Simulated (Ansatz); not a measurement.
# AsGaH2: the cost of one run

The runs use Ansatz 0.2.0, Gaussian basis; cc-pVTZ, core rule «outside noble gas», up to 28 orbitals frozen.

To be run: UHF; CCSD(T) on ROHF; CCSD(T) on UHF; BCCD(T) on ROHF; CCSDT(Q) on ROHF; CCSDT(Q) on UHF.

16 further runs of the same task are left out: 10 for a known fault of the program, 6 set aside as unsound or not needed. Runs told in other sessions of the task aren't counted.

### Step 1. What is computed

The geometry is a PBE0/def2-TZVP stationary point (not a proven minimum) of the parent state, kept for this charge and spin. No spin-orbit coupling is included. The filled d shell of Ga, As may be among the frozen orbitals whatever the setting's name suggests.

4 atoms, charge 1, spin multiplicity 2.

Atoms are counted from 1 here; the program's logs count them from 0.

Bond lengths: Ga1–As2 2.482 Å, Ga1–H4 1.607 Å, As2–H3 1.532 Å. Angles: As2–Ga1–H4 120.5°, Ga1–As2–H3 90.2°.

As a file:

| atom | x (Å) | y (Å) | z (Å) |
| --- | --- | --- | --- |
| Ga1 | 0.0000 | 0.0330 | 1.2791 |
| As2 | 0.0000 | 0.0079 | -1.2027 |
| H3 | 0.0000 | -1.5238 | -1.1925 |
| H4 | 0.0000 | -1.3428 | 2.1088 |

### Step 2. UHF

File in.yaml:

```yaml
crystal:
  periodic: [false, false, false]
  atoms:
    - {symbol: Ga, position_ang: [0.000000, 0.032957, 1.279135]}
    - {symbol: As, position_ang: [0.000000, 0.007896, -1.202706]}
    - {symbol: H, position_ang: [0.000000, -1.523797, -1.192496]}
    - {symbol: H, position_ang: [0.000000, -1.342833, 2.108760]}
basis:
  gaussian: {orbitals: cc-pVTZ}
total_charge: 1
magnetization: {spin_polarized: true, initial_magnetization: 1}
hamiltonian: {xc: hf}
output: {orbitals: {seedname: orbitals}}
```

Run with:

```sh
$ ansatz run in.yaml --threads 1 --pin off --events-out ev --progress --plain --max-ram 2816MiB --backend cpu
```

Q: Estimate wall time and peak memory on 1 thread of AMD EPYC 7R13, shared host.

About 16 s, with a peak of 0.32 GiB.
